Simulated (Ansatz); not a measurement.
# CH2CoO3: the cost of one run

Method: the levels named in each step, in Ansatz 0.2.0.

**1. Starting point**

Bond lengths: O1–C2 1.182 Å, C2–Co3 1.689 Å, Co3–O4 1.828 Å, Co3–O5 1.828 Å, O4–H6 0.953 Å, O5–H7 0.953 Å. Angles: O1–C2–Co3 180.0°, C2–Co3–O4 107.5°, C2–Co3–O5 107.5°, O4–Co3–O5 145.0°, Co3–O4–H6 129.3°, Co3–O5–H7 129.3°.

Structure file:

```xyz
7

O     2.2695   -0.1370   -0.9627
C     1.1837   -0.0715   -0.5016
Co   -0.3690    0.0222    0.1567
O    -1.0808   -1.6614    0.1295
O    -0.6679    1.7675    0.6122
H    -0.7241   -2.4618   -0.2454
H    -0.0711    2.5101    0.5827
```

**2. A rough first relaxation, PBE-D4/def2-SVPD**

This run stands in another session on the same molecule. It ended at:

```xyz
7

O     2.3293   -0.1434   -0.9890
C     1.2308   -0.0752   -0.5231
Co   -0.2788    0.0183    0.1175
O    -0.8886   -1.6797    0.4492
O    -0.7632    1.7828    0.2508
H    -0.9343   -2.2013   -0.3730
H    -0.1548    2.2668    0.8389
```

**3. Relaxation, PBE0-D4/def2-TZVPPD**

input.yaml

```yaml
crystal:
  periodic: [false, false, false]
  atoms:
    - { symbol: O, position_ang: [2.32930163, -0.14342536, -0.98902812] }
    - { symbol: C, position_ang: [1.23081361, -0.07521706, -0.5231255] }
    - { symbol: Co, position_ang: [-0.27879189, 0.0183014, 0.11747947] }
    - { symbol: O, position_ang: [-0.88861698, -1.67974496, 0.44923128] }
    - { symbol: O, position_ang: [-0.76317655, 1.78276926, 0.25083654] }
    - { symbol: H, position_ang: [-0.93428738, -2.20130177, -0.37299739] }
    - { symbol: H, position_ang: [-0.15481244, 2.26679849, 0.83893371] }
total_charge: -1
basis:
  gaussian: { orbitals: def2-TZVPPD.json }
hamiltonian:
  xc: pbe0
  dispersion: d4
relax:
  f_tol: 0.002
  max_steps: 150
```

Launch:

```
$ ansatz run input.yaml --threads 4 --pin off --max-ram 10240MiB --backend cpu --events-out ev --progress --plain --runs-dir out
```

Q: Estimate wall time and peak memory on 4 threads of Arm Neoverse V1, shared host.

About 59 s, with a peak of 0.8 GiB.
